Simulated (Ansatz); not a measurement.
# BrH2: the cost of one run

The runs use Ansatz 0.2.0, Gaussian basis; the settings change from run to run.

4 further runs of the same task are left out: 4 that didn't finish.

## Step 1: What is computed

The geometry derives from fragments relaxed apart (PBE0/def2-TZVP) and kept rigid, so it is no stationary point. A hydrogen atom is moved between rigid fragments. No spin-orbit coupling is included. The filled d shell of Br may be among the frozen orbitals whatever the setting's name suggests; the logs give the count.

3 atoms, charge 0, spin multiplicity 2.

Atoms are counted from 1 here; the program's logs count them from 0.

Bond lengths: Br1–H2 1.512 Å.

## Step 2: CISD/cc-pVTZ

File in.yaml:

```yaml
crystal:
  periodic: [false, false, false]
  atoms:
    - {symbol: Br, position_ang: [0.000000, 0.000000, -1.438333]}
    - {symbol: H, position_ang: [0.000000, 0.000000, 0.073667]}
    - {symbol: H, position_ang: [0.000000, 0.000000, 1.364667]}
basis:
  gaussian: {orbitals: cc-pVTZ}
magnetization: {spin_polarized: false, initial_magnetization: 1}
correlation: {active_space: {ras: {orbitals: [4, 1, 52], electrons: 9, max_holes: 2, max_particles: 2}, fixed_orbitals: true}}
scf: {lower_state_search: off}
output: {forces: true}
```

The run is started by

```console
ansatz run in.yaml --threads 1 --pin off --events-out ev --progress --plain --max-ram 2393MiB
```

Q: Estimate wall time and peak memory on 1 thread of Arm Neoverse V1, shared host.

About 7.5 s, with a peak of 0.43 GiB.
